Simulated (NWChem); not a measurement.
# CH5FGeSe (SMILES [CH3][GeH]([F])[SeH]) at 3 levels

Wanted: a comparison of 3 runs (HF/STO-3G, HF/3-21G, B3LYP/6-31G*) of CH5FGeSe. 

The calculation is run with NWChem 7.3.0.

## 1. The molecule

CH5FGeSe: 9 atoms, total charge 0, spin state singlet. As SMILES, `[CH3][GeH]([F])[SeH]`. Geometry: relaxed at PBE0-D4/def2-TZVP. This is one conformer, not always the lowest.

Bond lengths: C1–Ge2 1.935 Å, Ge2–F3 1.746 Å, Ge2–Se4 2.341 Å, C1–H5 1.090 Å, C1–H6 1.090 Å, C1–H7 1.091 Å, Ge2–H8 1.535 Å, Se4–H9 1.469 Å. Some angles: C1–Ge2–F3 105.5°, C1–Ge2–Se4 113.1°, F3–Ge2–Se4 108.8°, C1–Ge2–H8 116.4°, F3–Ge2–H8 105.5°, Se4–Ge2–H8 107.0°, Ge2–C1–H5 110.1°, Ge2–C1–H6 109.5°, Ge2–C1–H7 109.4°, Ge2–Se4–H9 92.4°.

## 2. Energy and gradient at HF/STO-3G (run 1)

Contents of ch5fgese.xyz:

```xyz
9

C      0.026400     0.624300    -1.057800
Ge     0.372600    -0.728700     0.281300
F      1.905200    -0.294200     0.997000
Se    -1.254200    -0.796600     1.962800
H     -0.911200     0.411400    -1.571700
H     -0.039800     1.601900    -0.579600
H      0.843600     0.636600    -1.780100
H      0.551000    -2.165500    -0.230000
H     -1.405300     0.664500     1.960800
```

Contents of run.py:

```python
from ase.io import read
from ase.calculators.nwchem import NWChem

system = read('ch5fgese.xyz')

calc = NWChem(
    label='ch5fgese',
    theory='scf',
    memory='2200 mb',
    basis='STO-3G',
    basispar='spherical bse',
    scf={'nopen': '0', 'rhf': None, 'thresh': '1e-08', 'maxiter': '80'},
)
system.calc = calc

forces = system.get_forces()
print("Total energy (eV):", round(system.get_potential_energy(), 6))
print("forces (eV/A):")
for s, f in zip(system.symbols, forces):
    print(f"{s:2s} {f[0]:10.5f} {f[1]:10.5f} {f[2]:10.5f}")
print("dipole (e A):", system.get_dipole_moment().round(4))
```

The run is started by

```bash
$ export ASE_NWCHEM_COMMAND="nwchem PREFIX.nwi > PREFIX.nwo"
$ python run.py
```

The log of the run:

```text
Total energy (eV): -124185.420982
forces (eV/A):
C    -0.03867   -0.73204    0.57881
Ge    1.55387   -1.15494    0.01733
F    -1.34191   -0.33784   -0.51828
Se    0.23598    1.13046   -0.44819
H     0.38613    0.29187    0.01646
H    -0.01342   -0.26493   -0.36798
H    -0.40731    0.12465    0.15812
H    -0.33357    1.84523    0.40294
H    -0.04103   -0.90246    0.16080
dipole (e A): [-0.0359  0.1906 -0.4069]
```

The calculator wrote ch5fgese.nwi:

```
title "ch5fgese"

permanent_dir ch5fgese

scratch_dir ch5fgese

start ch5fgese

geometry units angstrom nocenter noautosym noautoz
  C  2.6400000000000000e-02 6.2429999999999997e-01 -1.0578000000000001e+00
  Ge 3.7259999999999999e-01 -7.2870000000000001e-01 2.8129999999999999e-01
  F  1.9052000000000000e+00 -2.9420000000000002e-01 9.9700000000000000e-01
  Se -1.2542000000000000e+00 -7.9659999999999997e-01 1.9628000000000001e+00
  H  -9.1120000000000001e-01 4.1139999999999999e-01 -1.5717000000000001e+00
  H  -3.9800000000000002e-02 1.6019000000000001e+00 -5.7960000000000000e-01
  H  8.4360000000000002e-01 6.3660000000000005e-01 -1.7801000000000000e+00
  H  5.5100000000000005e-01 -2.1655000000000002e+00 -2.3000000000000001e-01
  H  -1.4053000000000000e+00 6.6449999999999998e-01 1.9608000000000001e+00
end

memory 2200 mb

basis spherical bse noprint
   * library STO-3G
end

scf
  nopen 0
  rhf
  thresh 1e-08
  maxiter 80
end

task scf gradient
```

ch5fgese.nwo:

```text
Northwest Computational Chemistry Package (NWChem) 7.3.0
             --------------------------------------------------------

           Job information
           ---------------

    nwchem branch   = 7.3.0
    use scalapack   = T
    input           = ch5fgese.nwi
    prefix          = ch5fgese.
    data base       = ch5fgese/ch5fgese.db
    status          = startup
    nproc           =        1

           Memory information
           ------------------

[... 5 lines left out ...]
    hardfail = no
[... 138 lines left out ...]
         Quadratically convergent ROHF
[... 14 lines left out ...]
       Final RHF  results
[... 4 lines left out ...]
      Two-electron energy =   2396.491652547763
[... 60 lines left out ...]
                       ROHF Final Molecular Orbital Analysis
[... 259 lines left out ...]
                 ----------------------------------------
                 |  Time  |  1-e(secs)   |  2-e(secs)   |
                 ----------------------------------------
                 |  CPU   |       0.00   |       3.17   |
                 ----------------------------------------
                 |  WALL  |       0.00   |       3.17   |
                 ----------------------------------------

 Task  times  cpu:        9.2s     wall:        9.2s
 Total times  cpu:        9.2s     wall:        9.2s
```

It took 11 s on 1 thread of Intel Xeon Platinum 8488C (Sapphire Rapids), shared host; peak memory 0.098 GiB.

## 3. Energy and forces at HF/3-21G (run 2)

Contents of ch5fgese.nw:

```
start ch5fgese
title "CH5FGeSe"
memory stack 880 mb heap 220 mb global 1100 mb
geometry units angstroms noautosym nocenter noautoz
  C     0.026400    0.624300   -1.057800
  Ge    0.372600   -0.728700    0.281300
  F     1.905200   -0.294200    0.997000
  Se   -1.254200   -0.796600    1.962800
  H    -0.911200    0.411400   -1.571700
  H    -0.039800    1.601900   -0.579600
  H     0.843600    0.636600   -1.780100
  H     0.551000   -2.165500   -0.230000
  H    -1.405300    0.664500    1.960800
end
basis "ao basis" spherical bse
  * library 3-21G
end
scf
  thresh 1e-08
  maxiter 80
end
task scf gradient
```

The run is started by

```bash
$ nwchem ch5fgese.nw > ch5fgese.out
```

The log of the run:

```text
[...]
  functions       =    72
[...]
  wavefunction    = RHF
[...]
         Total SCF energy =  -4593.355724905676
      One-electron energy =  -7531.139313341620
      Two-electron energy =   2374.721364799346
 Nuclear repulsion energy =    563.062223636598
        Time for solution =      6.8s
[...]
                         RHF ENERGY GRADIENTS
    atom               coordinates                        gradient
                 x          y          z           x          y          z
   1 C       0.049889   1.179756  -1.998952    0.003062   0.001586  -0.000408
   2 Ge      0.704112  -1.377043   0.531580   -0.043523  -0.000759  -0.000513
   3 F       3.600306  -0.555957   1.884057    0.023359   0.006838   0.010580
   4 Se     -2.370094  -1.505356   3.709154    0.011323  -0.001999  -0.008130
   5 H      -1.721918   0.777433  -2.970082   -0.004694  -0.003338  -0.000498
   6 H      -0.075211   3.027152  -1.095285   -0.000095   0.003038   0.004879
   7 H       1.594173   1.203000  -3.363901    0.005151  -0.001974  -0.002136
   8 H       1.041239  -4.092202  -0.434637    0.002223  -0.002596   0.000068
   9 H      -2.655632   1.255723   3.705375    0.003194  -0.000798  -0.003843
[...]
```

Wall time 11 s (1 thread of Intel Xeon Platinum 8488C (Sapphire Rapids), shared host); peak memory 0.099 GiB.

## 4. Energy and forces at B3LYP/6-31G(d) (Cartesian functions) (run 3)

Contents of run.py:

```python
from ase import Atoms
from ase.calculators.nwchem import NWChem

atoms = Atoms(['C', 'Ge', 'F', 'Se', 'H', 'H', 'H', 'H', 'H'], positions=[
    [0.026400, 0.624300, -1.057800],
    [0.372600, -0.728700, 0.281300],
    [1.905200, -0.294200, 0.997000],
    [-1.254200, -0.796600, 1.962800],
    [-0.911200, 0.411400, -1.571700],
    [-0.039800, 1.601900, -0.579600],
    [0.843600, 0.636600, -1.780100],
    [0.551000, -2.165500, -0.230000],
    [-1.405300, 0.664500, 1.960800],
])

calc = NWChem(
    label='ch5fgese',
    theory='dft',
    memory='2200 mb',
    basis='6-31G*',
    dft={'xc': 'b3lyp', 'mult': '1', 'grid': 'fine', 'convergence': 'energy 1e-08', 'iterations': '100', 'mulliken': None},
)
atoms.calc = calc

forces = atoms.get_forces()
print(f"energy = {atoms.get_potential_energy():.6f} eV")
print("forces (eV/A):")
for s, f in zip(atoms.symbols, forces):
    print(f"{s:2s} {f[0]:10.5f} {f[1]:10.5f} {f[2]:10.5f}")
print("dipole (e A):", atoms.get_dipole_moment().round(4))
```

The run is started by

```bash
$ export ASE_NWCHEM_COMMAND="nwchem PREFIX.nwi > PREFIX.nwo"
$ python run.py
```

The log of the run:

```text
energy = -125691.776831 eV
forces (eV/A):
C    -0.06824    0.12238   -0.14619
Ge    0.15977   -0.07564   -0.08001
F     0.28570    0.06253    0.11261
Se   -0.29851   -0.33049    0.27202
H    -0.08937   -0.00848   -0.06417
H    -0.00941    0.09919    0.02725
H     0.07009    0.00807   -0.07595
H    -0.01594   -0.17782   -0.06299
H    -0.03404    0.30020    0.01743
dipole (e A): [-0.2606  0.1699 -0.4479]
```

The calculator wrote ch5fgese.nwi:

```
title "ch5fgese"

permanent_dir ch5fgese

scratch_dir ch5fgese

start ch5fgese

geometry units angstrom nocenter noautosym noautoz
  C  2.6400000000000000e-02 6.2429999999999997e-01 -1.0578000000000001e+00
  Ge 3.7259999999999999e-01 -7.2870000000000001e-01 2.8129999999999999e-01
  F  1.9052000000000000e+00 -2.9420000000000002e-01 9.9700000000000000e-01
  Se -1.2542000000000000e+00 -7.9659999999999997e-01 1.9628000000000001e+00
  H  -9.1120000000000001e-01 4.1139999999999999e-01 -1.5717000000000001e+00
  H  -3.9800000000000002e-02 1.6019000000000001e+00 -5.7960000000000000e-01
  H  8.4360000000000002e-01 6.3660000000000005e-01 -1.7801000000000000e+00
  H  5.5100000000000005e-01 -2.1655000000000002e+00 -2.3000000000000001e-01
  H  -1.4053000000000000e+00 6.6449999999999998e-01 1.9608000000000001e+00
end

memory 2200 mb

basis noprint
   * library 6-31G*
end

dft
  xc b3lyp
  mult 1
  grid fine
  convergence energy 1e-08
  iterations 100
  mulliken
end

task dft gradient
```

ch5fgese.nwo:

```text
Northwest Computational Chemistry Package (NWChem) 7.3.0
             --------------------------------------------------------

           Job information
           ---------------

    nwchem branch   = 7.3.0
    use scalapack   = T
    input           = ch5fgese.nwi
    prefix          = ch5fgese.
    data base       = ch5fgese/ch5fgese.db
    status          = startup
    nproc           =        1

           Memory information
           ------------------

[... 5 lines left out ...]
    hardfail = no
[... 109 lines left out ...]
  convergence criterion.
[... 44 lines left out ...]
          Spatial weights used:  Erf1
[... 32 lines left out ...]
 1-e energy   =   -7552.222895
[... 44 lines left out ...]
           Coulomb energy =     2556.008671523546
[... 844 lines left out ...]
          Convergence on density requested:  1.00D-05
[... 30 lines left out ...]
          total energy or number of iterations.
[... 36 lines left out ...]
                 ----------------------------------------
                 |  Time  |  1-e(secs)   |  2-e(secs)   |
                 ----------------------------------------
                 |  CPU   |       0.01   |      24.29   |
                 ----------------------------------------
                 |  WALL  |       0.01   |      24.29   |
                 ----------------------------------------

 Task  times  cpu:       73.1s     wall:       73.1s
 Total times  cpu:       73.1s     wall:       73.1s
```

Run time: 74 s. Hardware: 1 thread of Intel Xeon Platinum 8488C (Sapphire Rapids), shared host; peak memory 0.13 GiB.

## 5. The series

| run | level | Cartesian functions | iteration cap | energy (Eh) | dipole moment (D) | HOMO energy (eV) | LUMO energy (eV) | wall time |
| --- | --- | --- | --- | --- | --- | --- | --- | --- |
| 1 | HF/STO-3G | no | 80 | -4563.730082 | 2.17 | -7.31 | 8.73 | 11 s |
| 2 | HF/3-21G | no | 80 | -4593.355725 | 3.07 | -9.88 | 4.04 | 11 s |
| 3 | B3LYP/6-31G* (Cartesian functions) | yes | 100 | -4619.087639 | 2.62 | -6.86 | -0.18 | 74 s |

## 6. Results

| quantity | value |
| --- | --- |
| run 3: total energy | -4619.08764 Eh |
| run 3: dipole moment | 2.62 D |
| run 3: HOMO energy | -6.86 eV |
| run 3: LUMO energy | -0.18 eV |
| run 3: HOMO–LUMO gap | 6.68 eV |
| run 3: largest force on an atom | 0.522 eV/Å |

**Reading.** The dipole moment (its size) runs from 2.17 D (HF/STO-3G) to 3.07 D (HF/3-21G). The HOMO–LUMO gap runs from 6.68 eV (B3LYP/6-31G*) to 16.04 eV (HF/STO-3G). The two ends differ in method and basis. In run 1 the basis is minimal, so the values are rough. All runs together took 96 s, the longest 74 s.
